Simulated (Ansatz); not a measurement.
# FGeH₆NSi, SMILES [NH2][GeH2][SiH2]F: an atomisation energy

Program: the Python package of Ansatz (0.2.0).

`fgeh6nsi.xyz`
```text
10

N    -1.32620    1.19990   -0.34450
Ge    0.34100    0.54390   -0.53320
Si    0.43730   -1.47240    0.57200
F    -0.57230   -2.54000   -0.07880
H    -1.52420    1.40790    0.64530
H    -1.36740    2.19640   -0.82130
H     1.39640    1.53970    0.08020
H     0.70090    0.34430   -2.04010
H     0.16940   -1.24630    2.05100
H     1.82820   -2.02470    0.47230
```

Run as a notebook:

**Cell 1**
```python
from collections import Counter

import ansatz


def energy(molecule, charge=0, unpaired=0):
    calc = (
        molecule.calculation()
        .basis(gaussian="cc-pVDZ")
        .functional("pbe")
    )
    if charge:
        calc = calc.charge(charge)
    if unpaired:
        calc = calc.spin("collinear", total=unpaired)
    return calc.run(threads=1).report["free_energy_ev"]

molecule = ansatz.Crystal.molecule_from_extxyz("fgeh6nsi.xyz")
```

**Cell 2**
```python
# unpaired electrons of the ground-state atoms
unpaired = {"N": 3, "Ge": 2, "Si": 2, "F": 1, "H": 1}
counts = Counter(site.symbol for site in molecule.cartesian_sites)
atom_energy = {s: energy(ansatz.Crystal.molecule().atom(s, (0, 0, 0)), 0, unpaired[s]) for s in counts}
whole = energy(molecule, 0, 0)
for s, e in atom_energy.items():
    print(f"{s:2s} x{counts[s]}  {e:14.5f} eV")
print(f"FGeH6NSi: {whole:.5f} eV")
split = sum(counts[s] * e for s, e in atom_energy.items()) - whole
print(f"atomisation energy (no zero-point term): {96.485332 * split:.1f} kJ/mol, {split / sum(counts.values()):.3f} eV an atom")
```
Output:
```text
N  x1     -1483.48805 eV
Ge x1    -56506.43999 eV
Si x1     -7870.05275 eV
F  x1     -2710.92839 eV
H  x6       -13.56836 eV
FGeH6NSi: -68683.34970 eV
atomisation energy (no zero-point term): 2994.0 kJ/mol, 3.103 eV an atom
```

2994.0 kJ/mol from the electronic energies, without the zero-point term.

Reading the output:
- Total energies depend on the basis set; only differences at equal settings carry meaning.
- The geometry is a force-field or estimated start, not a minimum of this method, and the basis set is short of its limit. All parts are taken at fixed geometry, without zero-point energy.
- For Al to Cl the sets with a tight d function, cc-pV(X+d)Z, are usual.
- This functional overbinds, so such energies come out a few per cent too high (LDA far more).
- Finished in 4.4 s on 1 thread of Arm Neoverse V2 (shared host), peak memory 0.21 GiB.
